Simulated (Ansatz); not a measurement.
**C₂H₇NOSi: one species, many methods**

One table from this session's results is given with a row withheld; the runs are named, their logs left out.

Method: functionals in def2-TZVPP, the program's frozen cores in correlated methods; program: Ansatz 0.2.0, Gaussian basis.

The runs, in order: LDA (SPW92), PBE-D4, revPBE-D4, BLYP-D4, r2SCAN-D4, B97M-V, PBE0-D4, B3LYP-D4, r2SCANh-D4, r2SCAN0-D4, HSE06-D4, BHLYP-D4, CAM-B3LYP-D4, LC-ωPBE, ωB97X-V, ωB97M-V, B2PLYP, PBE-QIDH; CCSD(T)/def2-SVP; CCSD(T)/def2-TZVPP; MP2/def2-QZVPP; extrapolation to the limit; RPA on PBE.

### The relaxed structure

All runs share one geometry, relaxed beforehand with PBE0-D4 in a triple-zeta def2 set.

SMILES `C1CO[SiH2]N1`, 12 atoms, charge 0, spin multiplicity 1.

Atoms are counted from 1 here; the program's logs count them from 0.

Bond lengths: C1–C2 1.527 Å, C1–N5 1.457 Å, C1–H6 1.095 Å, C1–H7 1.100 Å, C2–O3 1.422 Å, C2–H8 1.097 Å, C2–H9 1.092 Å, O3–Si4 1.654 Å, Si4–N5 1.721 Å, Si4–H10 1.490 Å, Si4–H11 1.486 Å, N5–H12 1.005 Å. Angles: C2–C1–N5 104.5°, C2–C1–H6 110.1°, C2–C1–H7 110.0°, N5–C1–H6 111.6°, N5–C1–H7 112.7°, H6–C1–H7 107.9°, C1–C2–O3 108.3°, C1–C2–H8 110.1°, C1–C2–H9 111.8°, O3–C2–H8 109.3°, O3–C2–H9 108.7°, H8–C2–H9 108.7°, C2–O3–Si4 110.4°, O3–Si4–N5 95.6°, O3–Si4–H10 109.7°, O3–Si4–H11 113.4°, N5–Si4–H10 117.1°, N5–Si4–H11 112.9° and more.

The first run:

in.yaml reads:

```yaml
crystal:
  periodic: [false, false, false]
  atoms:
    - {symbol: C, position_ang: [-0.671598, 0.809413, 0.399543]}
    - {symbol: C, position_ang: [-0.115119, -0.327718, 1.252597]}
    - {symbol: O, position_ang: [1.022939, -0.866526, 0.590880]}
    - {symbol: Si, position_ang: [0.892237, -0.657229, -1.044970]}
    - {symbol: N, position_ang: [-0.497641, 0.354776, -0.973290]}
    - {symbol: H, position_ang: [-1.727144, 0.976479, 0.637146]}
    - {symbol: H, position_ang: [-0.125391, 1.740313, 0.610269]}
    - {symbol: H, position_ang: [-0.871154, -1.112904, 1.371893]}
    - {symbol: H, position_ang: [0.187320, 0.019463, 2.242785]}
    - {symbol: H, position_ang: [2.145302, -0.051533, -1.575911]}
    - {symbol: H, position_ang: [0.649734, -1.923087, -1.785445]}
    - {symbol: H, position_ang: [-0.812484, 0.983354, -1.691500]}
basis:
  gaussian: {orbitals: def2-TZVPP}
hamiltonian: {xc: lda}
output: {orbitals: {seedname: orbitals}}
```

Among the steps run: LDA; PBE-D4 (GGA); revPBE-D4 (GGA); BLYP-D4 (GGA); r2SCAN-D4 (meta-GGA); B97M-V (meta-GGA); PBE0-D4 (hybrid); B3LYP-D4 (hybrid); r2SCANh-D4 (hybrid); r2SCAN0-D4 (hybrid); HSE06-D4 (hybrid); BHLYP-D4 (hybrid); CAM-B3LYP-D4 (range-separated); LC-ωPBE (range-separated); ωB97X-V (range-separated); ωB97M-V (range-separated); B2PLYP (double hybrid); PBE-QIDH (double hybrid).

One table of the session follows, with a row left open; its other results are not shown here.

It belongs to the step «Orbital energies across the functionals». 

```
  functional  HOMO (eV)  LUMO (eV)  gap (eV)
 LDA (SPW92)      -5.64      -0.66      4.97
      PBE-D4      -5.52      -0.42      5.10
   revPBE-D4      -5.47      -0.32      5.16
     BLYP-D4      -5.42      -0.30      5.11
   r2SCAN-D4      -5.80       0.03      5.83
      B97M-V      -5.96      -0.24      5.72
     PBE0-D4      -6.91       0.45      7.36
    B3LYP-D4      -6.69       0.22      6.91
  r2SCANh-D4      -6.32       0.32      6.64
  r2SCAN0-D4      -7.10       0.74      7.85
    HSE06-D4      -6.50       0.08      6.59
    BHLYP-D4      -8.24       1.27      9.51
CAM-B3LYP-D4      -8.33       1.40      9.72
     LC-ωPBE      -9.70       2.61     12.31
     ωB97X-V      -9.35       2.44     11.79
     ωB97M-V          ?          ?         ?
```

**Question.** Estimate the row for ωB97M-V.

**Answer.** HOMO (eV): -9.26; LUMO (eV): 2.06; gap (eV): 11.32. In the column «HOMO (eV)» it lies between ωB97X-V (-9.35) and CAM-B3LYP-D4 (-8.33).
